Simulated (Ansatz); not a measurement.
Write the native input for Ansatz 0.2.0 that does the following.

- Task: band structure
- Functional: PBEsol
- Potentials or basis: Ansatz PAW
- Cutoff: 420 eV (not typed: the program's choice for these potentials)
- k mesh: 8 × 8 × 8
- Occupations: fermi-dirac, width 0.05 eV
- Spin: no spin polarisation
- Path: [["G", "X", "M", "G", "R", "X"], ["M", "R"]]
- Points for each segment of the path: 14

The system is LuBe.

```
Lu Be
1.0
     3.32037    0.00000    0.00000
     0.00000    3.32037    0.00000
     0.00000    0.00000    3.32037
Lu Be
1 1
Cartesian
  0.0000 0.0000 0.0000
  1.6602 1.6602 1.6602
```

The cell was built by a generator and needn't be a form met in nature.

The input as run:

input.yaml

```yaml
crystal:
  lattice:
    - [3.32037, 0.0, 0.0]
    - [0.0, 3.32037, 0.0]
    - [0.0, 0.0, 3.32037]
  atoms:
    - { symbol: Lu, position: [0.0, 0.0, 0.0] }
    - { symbol: Be, position: [0.5, 0.5, 0.5] }
hamiltonian:
  xc: pbesol
  pseudopotentials: { kind: paw }
kpoints:
  mp_grid: { grid: [8, 8, 8] }
  band_path:
    path:
      - [[0.0, 0.0, 0.0], [0.0, 0.5, 0.0], [0.5, 0.5, 0.0], [0.0, 0.0, 0.0], [0.5, 0.5, 0.5], [0.0, 0.5, 0.0]]
      - [[0.5, 0.5, 0.0], [0.5, 0.5, 0.5]]
    npoints: 14
scf:
  occupations: { method: fermi_dirac, width: 0.05 }
  n_extra_bands: 6
output:
  forces: true
  stress: true
  eigenvalues: true
  fatbands: false
  write_density: true
  write_potential: true
  elf: true
  volumetric_format: npy
```

Potentials or basis: Ansatz PAW.

Run with:

```sh
$ ansatz run input.yaml --threads 2 --pin off --max-ram 5632MiB --backend cpu --events-out ev --progress --plain --runs-dir out
```

It gave:

```json
{"Pressure": "-2.5 GPa", "Band gap on the k mesh": "none (metal or under the smearing width)"}
```

Caveat: spin-orbit coupling is left out, which moves the levels of the heavy elements; the PAW data sets come from PBE, with cores solved anew for the run's functional, which leaves a small shift of forces and pressure.

It took 1.4 s on 2 threads of Intel(R) Xeon(R) Platinum 8488C (Sapphire Rapids) (shared host), peak memory 0.36 GiB.
